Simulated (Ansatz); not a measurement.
# AsH3 (singlet): from Hartree-Fock to the top rungs, aug-cc-pVDZ

Aim: climb from Hartree-Fock through coupled cluster and multireference methods for AsH3 (singlet) at one geometry and basis, and see what each rung misses.

Program: Ansatz 0.2.0, Gaussian basis. Level of theory: aug-cc-pVDZ, core rule «outside noble gas», up to 14 orbitals frozen. These are calculated values, not measurements.

Plan: UHF; CCSD(T) on RHF; BCCD(T) on RHF; CISD; CCSDT(Q) on RHF; CASSCF and MRCISD+Q, 8 electrons in 7 orbitals; CASSCF and NEVPT4(SD), 8 electrons in 7 orbitals; CASSCF and NEVPT2, 8 electrons in 7 orbitals.

21 further runs of the same task are left out: 7 for a known fault of the program, 5 that didn't finish, 9 set aside as unsound or not needed. Runs told in other sessions of the task aren't counted.

## (1) The geometry

The geometry is a PBE0/def2-TZVPD stationary point (not a proven minimum) of the parent state, kept for this charge and spin. No spin-orbit coupling is included. The filled d shell of As may be among the frozen orbitals whatever the setting's name suggests.

4 atoms, charge 0, spin multiplicity 1.

Atoms are counted from 1 here; the program's logs count them from 0.

Bond lengths: As1–H2 1.553 Å, As1–H3 1.553 Å, As1–H4 1.553 Å. Angles: H2–As1–H3 94.1°, H2–As1–H4 94.1°, H3–As1–H4 94.1°.

## (2) UHF

Input file in.yaml:

```yaml
crystal:
  periodic: [false, false, false]
  atoms:
    - {symbol: As, position_ang: [0.000876, 0.001210, -0.032186]}
    - {symbol: H, position_ang: [1.290149, -0.018626, 0.833597]}
    - {symbol: H, position_ang: [-0.688608, 1.100075, 0.821809]}
    - {symbol: H, position_ang: [-0.666628, -1.171365, 0.737039]}
basis:
  gaussian: {orbitals: aug-cc-pVDZ}
magnetization: {spin_polarized: true, initial_magnetization: 0}
hamiltonian: {xc: hf}
output: {orbitals: {seedname: orbitals}}
```

Launch:

```console
$ ansatz run in.yaml --threads 1 --pin off --events-out ev --progress --plain --max-ram 2393MiB
```

Further steps of the session: CCSD(T) on RHF; BCCD(T) on RHF; CISD; CCSDT(Q) on RHF; CASSCF and MRCISD+Q, 8 electrons in 7 orbitals; CASSCF and NEVPT4(SD), 8 electrons in 7 orbitals; CASSCF and NEVPT2, 8 electrons in 7 orbitals.

**Question.** What will the summary of the whole plan be? Wanted: RCCSDT(Q) from the RHF energy; RMP2 from RCCSDT(Q); RCCSD from RCCSDT(Q); RCCSD(T) from RCCSDT(Q); NEVPT2 valence from RCCSDT(Q); NEVPT4(SD) valence from RCCSDT(Q); MRCISD+Q valence from RCCSDT(Q); T1 diagnostic; effectively unpaired electrons.

The runs gave:

| quantity | value |
| --- | --- |
| RCCSDT(Q) from the RHF energy | -4.4967 eV |
| RMP2 from RCCSDT(Q) | +21.36 kcal/mol |
| RCCSD from RCCSDT(Q) | +3.25 kcal/mol |
| RCCSD(T) from RCCSDT(Q) | +0.56 kcal/mol |
| NEVPT2 valence from RCCSDT(Q) | +18.24 kcal/mol |
| NEVPT4(SD) valence from RCCSDT(Q) | +2.26 kcal/mol |
| MRCISD+Q valence from RCCSDT(Q) | +0.09 kcal/mol |
| levels within 1 kcal/mol (43 meV) | RCCSD(T), BCCD(T), RCCSDT, MRCISD+Q valence |
| T1 diagnostic | 0.013 |
| effectively unpaired electrons | 0.02 |

RCCSD(T) misses by +0.56 kcal/mol, 0.5 % of the correlation energy. One determinant dominates. Of the multireference levels listed MRCISD+Q valence comes nearest in total energy (+0.09 kcal/mol), which doesn't show that its space is the better one. These misses are within one basis, not against nature.
